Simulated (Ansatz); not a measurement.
# B2GeH (doublet): from Hartree-Fock to the top rungs, cc-pVTZ

One table from this session's results is given with a row withheld; the runs are named, their logs left out.

The runs use Ansatz 0.2.0, Gaussian basis; cc-pVTZ, core rule «outside noble gas», up to 16 orbitals frozen.

Plan: UHF; CCSD(T) on ROHF; CCSD(T) on UHF; BCCD(T) on ROHF; CCSDT(Q) on ROHF; CCSDT(Q) on UHF.

5 further runs of the same task are left out: 5 set aside as unsound or not needed.

## The system

The geometry is a PBE0/def2-TZVP stationary point (not a proven minimum). No spin-orbit coupling is included. The filled d shell of Ge may be among the frozen orbitals whatever the setting's name suggests; the logs give the count.

4 atoms, charge 0, spin multiplicity 2.

Atoms are counted from 1 here; the program's logs count them from 0.

Bond lengths: B1–B2 1.556 Å, B1–Ge3 1.872 Å, B2–Ge3 2.134 Å, B2–H4 1.183 Å. Angles: B2–B1–Ge3 76.4°, B1–B2–Ge3 58.5°, B1–B2–H4 161.7°, Ge3–B2–H4 139.8°, B1–Ge3–B2 45.1°.

Set-up of the first run:

File in.yaml:

```yaml
crystal:
  periodic: [false, false, false]
  atoms:
    - {symbol: B, position_ang: [0.000000, -1.029260, 1.071367]}
    - {symbol: B, position_ang: [0.000000, 0.408908, 1.666092]}
    - {symbol: Ge, position_ang: [0.000000, 0.074225, -0.441263]}
    - {symbol: H, position_ang: [0.000000, 1.304568, 2.439302]}
basis:
  gaussian: {orbitals: cc-pVTZ}
magnetization: {spin_polarized: true, initial_magnetization: 1}
hamiltonian: {xc: hf}
output: {orbitals: {seedname: orbitals}}
```

Run with:

```console
ansatz run in.yaml --threads 1 --pin off --events-out ev --progress --plain --max-ram 4096MiB --backend cpu
```

Steps of the session up to this table: UHF; CCSD(T) on ROHF; CCSD(T) on UHF; BCCD(T) on ROHF; CCSDT(Q) on ROHF; CCSDT(Q) on UHF.

One table of the session follows, with a row left open; its other results are not shown here.

| method | from RCCSDT(Q) (meV) |
| --- | --- |
| ROHF | +9191.0 |
| UHF | +8878.5 |
| RMP2 | +1159.9 |
| UMP2 | +1693.8 |
| RCCSD | +740.3 |
| UCCSD | +747.1 |
| RCCSD(T) | +79.1 |
| UCCSD(T) | ? |
| BCCD(T) | +76.3 |
| RCCSDT | +68.2 |
| UCCSDT | +65.5 |
| RCCSDT(Q) | 0 |
| UCCSDT(Q) | -8.7 |

Q: Estimate the row for UCCSD(T) from the others.

**Answer.** from RCCSDT(Q) (meV): +124.2. In the column «from RCCSDT(Q) (meV)» it lies between RCCSD(T) (+79.1) and RCCSD (+740.3).

With the free atoms at the same levels and basis (separate runs), the atomisation energy is 11.404 eV at RCCSDT(Q), 11.362 eV at RCCSD(T), 11.305 eV at UCCSD(T), 7.970 eV at ROHF.

Caveats from the session: Restricted and unrestricted rows rest on different reference determinants; where their highest levels disagree by more than a few hundredths of an eV, they describe different states and don't form one ladder.
